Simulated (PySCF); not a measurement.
# AsI₃: a ladder of methods

How much do the numbers for AsI₃ (singlet) hang on the method? All levels run at one geometry, the PBE0 minimum.

The runs use PySCF 2.14.0; several methods, basis As def2-SVP, I def2-SVP with ECP28, scalar-relativistic core potentials, no spin–orbit coupling, density fitting.

**1. The system as given**

4 atoms, charge 0, spin multiplicity 1.

Bond lengths: As1–I2 2.566 Å, As1–I3 2.566 Å, As1–I4 2.566 Å. Angles: I2–As1–I3 101.6°, I2–As1–I4 101.6°, I3–As1–I4 101.6°.

Coordinates in bohr (charge 0 multiplicity 1):
```
As    0.0000   -1.7962   -0.1901
I     0.0013   -0.1028    4.3536
I     3.7581    0.5824   -2.1217
I    -3.7594    0.5822   -2.1195
```

**2. Fields at the lowest minimum**

The plane holds As1 at (0.00, 0.00), I2 at (2.57, 0.00), I3 at (-0.52, 2.51) Å. Columns run from x = -2.55 to 4.95 Å, rows from y = 4.95 (top) to -1.95 Å, in steps of 0.3 Å. Electrons inside core potentials are absent.

Density (cut at 5 e/Å³):

Ten steps from '0' (0.000 e/Å³) to '9' (5.000 e/Å³), finer at the low end (step k begins (100^(k/10) - 1)/99 of the way up):
```
00000000000000000000000000
00000000000000000000000000
00000001000000000000000000
00001122211000000000000000
00112334332100000000000000
00124555543210000000000000
01235689764321000000000000
01346999975421000000000000
01357996986421000000000000
01356999985421000000000000
01245799865321001110000000
01234566654321112221100000
00123455544322233333210000
00012345554322345554321000
00012345665434457776431000
00012357997544579997532100
00012469999655699999642100
00012469999655699999642100
00012457997544579997532000
00001345665433457776431000
00001234443322345554321000
00000112222111233333210000
00000001111001112221100000
00000000000000001110000000
```

ELF (0 where the density is under 0.005 e/Å³):

Ten even steps from '0' (0.00) to '9' (0.86):
```
00000000000000000000000000
00000011111000000000000000
00011223333320000000000000
01234456666542000000000000
13466777888864200000000000
35788654689986300000000000
57897334259997300000000000
68994499727996100000000000
78993740936984000000000000
68994597826861000234300000
68996246337730003676532000
46888632467410037898753100
23567777776311379999874200
01223467765433688889985210
00012454223456753235886310
00013531661367526872686310
00025626556277349085476310
00036725556277349085476310
00037852562467526872576210
00026985224555753235885210
00014798766434788889975200
00001468764212689999864200
00000123331001478998753100
00000001100000256776531000
```

Highest occupied orbital at -7.49 eV (sign arbitrary; one member if degenerate):

Ten even steps from '0' (-0.45 Å^-3/2) to '9' (0.26 Å^-3/2):
```
66666666666666666666666666
66666666666666666666666666
66666677776666666666666666
66666777777766666666666666
66667788887766666666666666
66667788988776666666666666
66666778898776666666666666
66556652688776666666666666
65555675477766666666666666
55544599666666666666666666
55543345556666666666666666
55544333455566666777766666
65554444455566667777777666
66555555555555667788877666
66666666665555566789887766
66666777666555456568987766
66667887466654458527887766
66667897047654349747877766
66677899777654335766777666
66667899998754433456666666
66667788887665444455666666
66666777777665554555666666
66666667776665555555666666
66666666666666555556666666
```

Values on the line from As1 (at 0) through I2 (at 2.566 Å):

```
distance (Å)  density (e/Å³)    ELF  electrostatic potential (V)
       -0.90           0.552   0.42                         20.2
        0.77           0.908  0.203                         32.6
        1.03            0.57  0.596                         15.4
        1.28           0.535  0.704                         11.9
        1.54           0.702  0.499                         19.6
        1.80            1.51  0.204                         46.1
        3.46           0.854  0.349                         28.3
        3.72           0.352  0.613                         11.9
        3.98           0.141  0.588                         5.46
```

Making the fields needed 5.5 s of wall time on 2 threads of Intel Xeon at 2.50GHz (Skylake/Cascade Lake), shared host.

**3. PBE0**

One driver script runs all steps and calls PySCF; scf.py shows the equivalent input of each level. Each SCF starts from the density of the minimum. The driver also runs the species with one electron less or more at the same geometry; their logs are not shown.

Input file scf.py:

```python
from pyscf import gto, scf, dft
mol = gto.M(atom='''
As    -0.000000    -0.950528    -0.100594
I      0.000698    -0.054424     2.303819
I      1.988697     0.308210    -1.122779
I     -1.989395     0.308085    -1.121577''',
    basis={'As': 'def2-SVP', 'I': 'def2-SVP'},
    ecp={'I': 'def2-SVP'},
    charge=0, spin=0)
mf = dft.RKS(mol, xc='PBE0')
mf.grids.atom_grid = (75, 302)
aux = {'As': 'def2-universal-JKFIT', 'I': 'def2-universal-JKFIT'}
mf = mf.density_fit(auxbasis=aux)
mf.conv_tol = 1e-08
mf.diis_space = 10
mf.max_cycle = 60
mf.verbose = 4
mf.kernel()
```

The run is started by

```
$ OMP_NUM_THREADS=2 python axn.py task.json out
```

Standard output:

```text
init E= -3128.56230923206
  HOMO = -0.27539195917093  LUMO = -0.112216592691867  gap/eV = 4.44023
cycle= 1 E= -3128.56230923207  delta_E= -8.19e-12  |g|= 3.44e-06  |ddm|= 8.28e-06
  HOMO = -0.275391729598886  LUMO = -0.112216126785233  gap/eV = 4.44023
Extra cycle  E= -3128.56230923204  delta_E= 2.18e-11  |g|= 6.27e-06  |ddm|= 1.36e-05
converged SCF energy = -3128.56230923204
```

This level, with the species of one electron less or more, took 15 s.

```
energy                        : -3128.562309 Eh
one electron less (charge +1) : -3128.224426 Eh (doublet, ⟨S²⟩ 0.76)
one electron more (charge -1) : -3128.614709 Eh (doublet, ⟨S²⟩ 0.75)
Mulliken charge of As1        : +0.16 e
```

**4. HF**

scf.py: that of step 3 with these lines changed.

```diff
@@ -10,2 +10 @@
-mf = dft.RKS(mol, xc='PBE0')
-mf.grids.atom_grid = (75, 302)
+mf = scf.RHF(mol)
```

Standard output, cut to the lines that bear on the results:

```text
[... the frontier levels of the middle cycles are left out ...]
init E= -3123.92958644049
  HOMO = -0.335833091274884  LUMO = 0.0116084039054817  gap/eV = 9.45436
cycle= 1 E= -3123.95318125121  delta_E= -0.0236  |g|= 0.0829  |ddm|= 0.613
  HOMO = -0.353674443836872  LUMO = -0.00519700551344321  gap/eV = 9.48255
cycle= 2 E= -3123.95531983262  delta_E= -0.00214  |g|= 0.0334  |ddm|= 0.178
  HOMO = -0.350801308389368  LUMO = 0.00139885925935729  gap/eV = 9.58385
cycle= 3 E= -3123.95579305945  delta_E= -0.000473  |g|= 0.0127  |ddm|= 0.0643
cycle= 4 E= -3123.95593318807  delta_E= -0.00014  |g|= 0.00712  |ddm|= 0.0436
cycle= 5 E= -3123.95596850317  delta_E= -3.53e-05  |g|= 0.00196  |ddm|= 0.0228
cycle= 6 E= -3123.95597616074  delta_E= -7.66e-06  |g|= 0.000391  |ddm|= 0.0161
cycle= 7 E= -3123.95597637398  delta_E= -2.13e-07  |g|= 4.69e-05  |ddm|= 0.003
cycle= 8 E= -3123.95597637626  delta_E= -2.28e-09  |g|= 1.58e-05  |ddm|= 0.000216
  HOMO = -0.352719275223034  LUMO = 0.000894896479929504  gap/eV = 9.62233
Extra cycle  E= -3123.95597637658  delta_E= -3.21e-10  |g|= 8.13e-06  |ddm|= 5.97e-05
converged SCF energy = -3123.95597637658
```

This level, with the species of one electron less or more, took 13 s.

```
energy                        : -3123.955976 Eh
one electron less (charge +1) : -3123.632350 Eh (doublet, ⟨S²⟩ 0.84)
one electron more (charge -1) : -3123.987729 Eh (doublet, ⟨S²⟩ 0.77)
Mulliken charge of As1        : +0.24 e
```

**5. PBE**

scf.py: that of step 4 with these lines changed.

```diff
@@ -10 +10,2 @@
-mf = scf.RHF(mol)
+mf = dft.RKS(mol, xc='PBE')
+mf.grids.atom_grid = (75, 302)
```

Standard output, cut to the lines that bear on the results:

```text
[... the frontier levels of the middle cycles are left out ...]
init E= -3128.42606604542
  HOMO = -0.236200177987356  LUMO = -0.138482938911221  gap/eV = 2.65902
cycle= 1 E= -3128.42865788189  delta_E= -0.00259  |g|= 0.0685  |ddm|= 0.341
  HOMO = -0.235597437143631  LUMO = -0.12942538275582  gap/eV = 2.88909
cycle= 2 E= -3128.42573923193  delta_E= 0.00292  |g|=  0.1  |ddm|= 0.189
  HOMO = -0.235096624079104  LUMO = -0.136789641497048  gap/eV = 2.67507
cycle= 3 E= -3128.42852692577  delta_E= -0.00279  |g|= 0.0569  |ddm|= 0.209
cycle= 4 E= -3128.42947824911  delta_E= -0.000951  |g|= 0.00232  |ddm|= 0.0726
cycle= 5 E= -3128.4294798639  delta_E= -1.61e-06  |g|= 0.00056  |ddm|= 0.00379
cycle= 6 E= -3128.42947996909  delta_E= -1.05e-07  |g|= 0.000141  |ddm|= 0.00102
cycle= 7 E= -3128.42947997575  delta_E= -6.66e-09  |g|= 1.55e-05  |ddm|= 0.000261
  HOMO = -0.235516122880066  LUMO = -0.134892304889602  gap/eV = 2.73811
Extra cycle  E= -3128.42947997539  delta_E= 3.57e-10  |g|= 3.48e-05  |ddm|= 7.77e-05
converged SCF energy = -3128.42947997539
```

This level, with the species of one electron less or more, took 4.9 min.

| Quantity | Value |
| --- | --- |
| energy | -3128.429480 Eh |
| one electron less (charge +1) | -3128.104411 Eh (doublet, ⟨S²⟩ 0.75) |
| one electron more (charge -1) | -3128.475824 Eh (doublet, ⟨S²⟩ 0.75) |
| Mulliken charge of As1 | +0.14 e |

**6. B3LYP**

scf.py: that of step 5 with these lines changed.

```diff
@@ -10 +10 @@
-mf = dft.RKS(mol, xc='PBE')
+mf = dft.RKS(mol, xc='B3LYP')
```

Standard output:

```text
init E= -3129.11161074447
  HOMO = -0.266097504520356  LUMO = -0.116992223266414  gap/eV = 4.05736
cycle= 1 E= -3129.11253635465  delta_E= -0.000926  |g|= 0.023  |ddm|= 0.222
  HOMO = -0.265085996233027  LUMO = -0.116388694089898  gap/eV = 4.04626
cycle= 2 E= -3129.11254308469  delta_E= -6.73e-06  |g|= 0.0205  |ddm|= 0.025
  HOMO = -0.265083638760637  LUMO = -0.115934995858231  gap/eV = 4.05854
cycle= 3 E= -3129.11257532634  delta_E= -3.22e-05  |g|= 0.00548  |ddm|= 0.0205
  HOMO = -0.265330068154588  LUMO = -0.116433747857429  gap/eV = 4.05168
cycle= 4 E= -3129.1125858235  delta_E= -1.05e-05  |g|= 0.00105  |ddm|= 0.0095
  HOMO = -0.265353544859649  LUMO = -0.116445868083814  gap/eV = 4.05198
cycle= 5 E= -3129.11258624117  delta_E= -4.18e-07  |g|= 0.000142  |ddm|= 0.00163
  HOMO = -0.265342534251091  LUMO = -0.116430424500621  gap/eV = 4.05210
cycle= 6 E= -3129.11258624662  delta_E= -5.45e-09  |g|= 1.69e-05  |ddm|= 0.000307
  HOMO = -0.265343774389094  LUMO = -0.116433265660748  gap/eV = 4.05206
Extra cycle  E= -3129.11258624658  delta_E= 4e-11  |g|= 2.41e-05  |ddm|= 7.25e-05
converged SCF energy = -3129.11258624658
```

This level, with the species of one electron less or more, needed 29 s of wall time on 2 threads of Intel Xeon at 2.50GHz (Skylake/Cascade Lake), shared host.

- energy: -3129.112586 Eh
- one electron less (charge +1): -3128.778440 Eh (doublet, ⟨S²⟩ 0.76)
- one electron more (charge -1): -3129.161966 Eh (doublet, ⟨S²⟩ 0.75)
- Mulliken charge of As1: +0.20 e

**7. r2SCAN**

scf.py: that of step 6 with these lines changed.

```diff
@@ -10,2 +10,2 @@
-mf = dft.RKS(mol, xc='B3LYP')
-mf.grids.atom_grid = (75, 302)
+mf = dft.RKS(mol, xc='R2SCAN')
+mf.grids.atom_grid = (90, 434)
```

Standard output:

```text
init E= -3129.13826443265
  HOMO = -0.249737909385114  LUMO = -0.13806494707389  gap/eV = 3.03878
cycle= 1 E= -3129.1399614717  delta_E= -0.0017  |g|= 0.0226  |ddm|= 0.159
  HOMO = -0.248613586439372  LUMO = -0.133746967270513  gap/eV = 3.12568
cycle= 2 E= -3129.13921138938  delta_E= 0.00075  |g|= 0.0487  |ddm|= 0.101
  HOMO = -0.249227605343077  LUMO = -0.136305921865929  gap/eV = 3.07276
cycle= 3 E= -3129.14010709695  delta_E= -0.000896  |g|= 0.00759  |ddm|= 0.0779
  HOMO = -0.249124986382912  LUMO = -0.136100207098427  gap/eV = 3.07556
cycle= 4 E= -3129.14011701009  delta_E= -9.91e-06  |g|= 0.00113  |ddm|= 0.00648
  HOMO = -0.249203405180887  LUMO = -0.136148733125358  gap/eV = 3.07637
cycle= 5 E= -3129.14011744404  delta_E= -4.34e-07  |g|= 0.00014  |ddm|= 0.00189
  HOMO = -0.249199598130129  LUMO = -0.136137160213947  gap/eV = 3.07659
cycle= 6 E= -3129.14011745063  delta_E= -6.59e-09  |g|= 3.82e-05  |ddm|= 0.000279
  HOMO = -0.249201085613053  LUMO = -0.136139521945454  gap/eV = 3.07656
Extra cycle  E= -3129.14011745048  delta_E= 1.46e-10  |g|= 4.35e-05  |ddm|= 0.000121
converged SCF energy = -3129.14011745048
```

This level, with the species of one electron less or more, took 2.9 min.

| Quantity | Value |
| --- | --- |
| energy | -3129.140117 Eh |
| one electron less (charge +1) | -3128.805320 Eh (doublet, ⟨S²⟩ 0.76) |
| one electron more (charge -1) | -3129.193603 Eh (doublet, ⟨S²⟩ 0.75) |
| Mulliken charge of As1 | +0.16 e |

**8. TPSSh**

scf.py: that of step 7 with these lines changed.

```diff
@@ -10 +10 @@
-mf = dft.RKS(mol, xc='R2SCAN')
+mf = dft.RKS(mol, xc='TPSSH')
```

Standard output, cut to the lines that bear on the results:

```text
[... the frontier levels of the middle cycles are left out ...]
init E= -3128.47338496683
  HOMO = -0.256176126348641  LUMO = -0.126046472879455  gap/eV = 3.54101
cycle= 1 E= -3128.4742302796  delta_E= -0.000845  |g|= 0.053  |ddm|= 0.105
  HOMO = -0.257025704921195  LUMO = -0.125717633763073  gap/eV = 3.57307
cycle= 2 E= -3128.47411909519  delta_E= 0.000111  |g|= 0.0456  |ddm|= 0.0837
  HOMO = -0.256826704815459  LUMO = -0.126870674725795  gap/eV = 3.53628
cycle= 3 E= -3128.47437019579  delta_E= -0.000251  |g|= 0.0201  |ddm|= 0.07
cycle= 4 E= -3128.47451516451  delta_E= -0.000145  |g|= 0.00114  |ddm|= 0.028
cycle= 5 E= -3128.47451537565  delta_E= -2.11e-07  |g|= 0.000234  |ddm|= 0.00149
cycle= 6 E= -3128.47451539285  delta_E= -1.72e-08  |g|= 4.89e-05  |ddm|= 0.00042
cycle= 7 E= -3128.47451539366  delta_E= -8.12e-10  |g|= 1.41e-05  |ddm|= 9.53e-05
  HOMO = -0.256412764334479  LUMO = -0.125903360094001  gap/eV = 3.55134
Extra cycle  E= -3128.47451539367  delta_E= -1.46e-11  |g|= 1.43e-05  |ddm|= 4.46e-05
converged SCF energy = -3128.47451539367
```

This level, with the species of one electron less or more, took 62 s.

- energy: -3128.474515 Eh
- one electron less (charge +1): -3128.141092 Eh (doublet, ⟨S²⟩ 0.76)
- one electron more (charge -1): -3128.525360 Eh (doublet, ⟨S²⟩ 0.75)
- Mulliken charge of As1: +0.16 e

**9. r2SCANh**

scf.py: that of step 8 with these lines changed.

```diff
@@ -10 +10 @@
-mf = dft.RKS(mol, xc='TPSSH')
+mf = dft.RKS(mol, xc='HYB_MGGA_XC_R2SCANH')
```

Standard output:

```text
init E= -3129.10037382308
  HOMO = -0.263375686982861  LUMO = -0.127869977272989  gap/eV = 3.68730
cycle= 1 E= -3129.10112277993  delta_E= -0.000749  |g|= 0.0127  |ddm|= 0.099
  HOMO = -0.262422353301435  LUMO = -0.126334395175318  gap/eV = 3.70314
cycle= 2 E= -3129.10103417578  delta_E= 8.86e-05  |g|= 0.0211  |ddm|= 0.0437
  HOMO = -0.262793965462467  LUMO = -0.127355675083599  gap/eV = 3.68546
cycle= 3 E= -3129.10114945402  delta_E= -0.000115  |g|= 0.00395  |ddm|= 0.0317
  HOMO = -0.262641903872183  LUMO = -0.127055293473997  gap/eV = 3.68950
cycle= 4 E= -3129.10115535968  delta_E= -5.91e-06  |g|= 0.00051  |ddm|= 0.00603
  HOMO = -0.262684670870564  LUMO = -0.127123757625974  gap/eV = 3.68880
cycle= 5 E= -3129.10115544207  delta_E= -8.24e-08  |g|= 8.67e-05  |ddm|= 0.000729
  HOMO = -0.262683559635902  LUMO = -0.127119281634474  gap/eV = 3.68889
cycle= 6 E= -3129.10115544455  delta_E= -2.48e-09  |g|= 2.5e-05  |ddm|= 0.000161
  HOMO = -0.262682613767218  LUMO = -0.127118732827333  gap/eV = 3.68888
Extra cycle  E= -3129.10115544433  delta_E= 2.2e-10  |g|= 3.25e-05  |ddm|= 8.25e-05
converged SCF energy = -3129.10115544433
```

This level, with the species of one electron less or more, took 61 s.

- energy: -3129.101155 Eh
- one electron less (charge +1): -3128.762967 Eh (doublet, ⟨S²⟩ 0.76)
- one electron more (charge -1): -3129.156427 Eh (doublet, ⟨S²⟩ 0.75)
- Mulliken charge of As1: +0.17 e

**10. LC-wPBE**

scf.py: that of step 9 with these lines changed.

```diff
@@ -10,2 +10,2 @@
-mf = dft.RKS(mol, xc='HYB_MGGA_XC_R2SCANH')
-mf.grids.atom_grid = (90, 434)
+mf = dft.RKS(mol, xc='LC_WPBE')
+mf.grids.atom_grid = (75, 302)
```

Standard output, cut to the lines that bear on the results:

```text
[... the frontier levels of the middle cycles are left out ...]
init E= -3128.56632645379
  HOMO = -0.358441279507547  LUMO = -0.0421033949381316  gap/eV = 8.60799
cycle= 1 E= -3128.57263191192  delta_E= -0.00631  |g|= 0.076  |ddm|= 0.328
  HOMO = -0.36281331179965  LUMO = -0.0459808114266763  gap/eV = 8.62145
cycle= 2 E= -3128.57333218562  delta_E= -0.0007  |g|= 0.0636  |ddm|= 0.145
  HOMO = -0.36051819706411  LUMO = -0.0415079162069979  gap/eV = 8.68071
cycle= 3 E= -3128.57381132228  delta_E= -0.000479  |g|= 0.00802  |ddm|= 0.0523
cycle= 4 E= -3128.57388358241  delta_E= -7.23e-05  |g|= 0.00426  |ddm|= 0.0347
cycle= 5 E= -3128.57390142208  delta_E= -1.78e-05  |g|= 0.00121  |ddm|= 0.017
cycle= 6 E= -3128.57390447492  delta_E= -3.05e-06  |g|= 0.000572  |ddm|= 0.00883
cycle= 7 E= -3128.57390482947  delta_E= -3.55e-07  |g|= 8.74e-05  |ddm|= 0.00333
cycle= 8 E= -3128.57390483868  delta_E= -9.22e-09  |g|= 2.65e-05  |ddm|= 0.000573
  HOMO = -0.360913594003528  LUMO = -0.0409039636420029  gap/eV = 8.70791
Extra cycle  E= -3128.57390483946  delta_E= -7.73e-10  |g|= 1.38e-05  |ddm|= 0.0001
converged SCF energy = -3128.57390483946
```

This level, with the species of one electron less or more, needed 42 s of wall time on 2 threads of Intel Xeon at 2.50GHz (Skylake/Cascade Lake), shared host.

```
energy                        : -3128.573905 Eh
one electron less (charge +1) : -3128.222612 Eh (doublet, ⟨S²⟩ 0.80)
Mulliken charge of As1        : +0.18 e
```

**11. Comparison of the levels**

| level | atomisation energy (kJ/mol) | vertical ionisation energy (eV) | vertical electron affinity (eV) | −ε(HOMO) (eV) | gap (eV) | dipole (D) | wall time |
| --- | --- | --- | --- | --- | --- | --- | --- |
| PBE0 | 643 | 9.19 | 1.43 | 7.49 | 4.44 | 0.64 | 15 s |
| HF | 237 | 8.81 | 0.86 | 9.60 | 9.62 | 0.75 | 13 s |
| PBE | 701 | 8.85 | 1.26 | 6.41 | 2.74 | 0.59 | 4.9 min |
| B3LYP | 615 | 9.09 | 1.34 | 7.22 | 4.05 | 0.72 | 29 s |
| r2SCAN | – | 9.11 | 1.46 | 6.78 | 3.08 | 0.62 | 2.9 min |
| TPSSh | 654 | 9.07 | 1.38 | 6.98 | 3.55 | 0.63 | 62 s |
| r2SCANh | – | 9.20 | 1.50 | 7.15 | 3.69 | 0.64 | 61 s |
| LC-wPBE | – | 9.56 | – | 9.82 | 8.71 | 0.67 | 42 s |

Times are for 2 threads of Intel Xeon at 2.50GHz (Skylake/Cascade Lake), shared host; PBE0 starts from its own converged density, so its time is not comparable. A dash stands where a species or a free atom was not run at that level, or the quantity is not defined.

Atomisation goes to high-spin atoms in their ground configurations, run at the same level, without zero-point energy.

**12. Summary of results**

```
                         quantity                           value
        atomisation energy, range    237 (HF) to 701 (PBE) kJ/mol
vertical ionisation energy, range  8.81 (HF) to 9.56 (LC-wPBE) eV
vertical electron affinity, range  0.86 (HF) to 1.50 (r2SCANh) eV
               orbital gap, range      2.74 (PBE) to 9.62 (HF) eV
```

**Reading.** The atomisation energy spreads over 464 kJ/mol, from HF to PBE; without a CCSD(T) value for it there is no yardstick here. Without diffuse functions electron affinities tend to come out too low.  Spin–orbit coupling is left out.
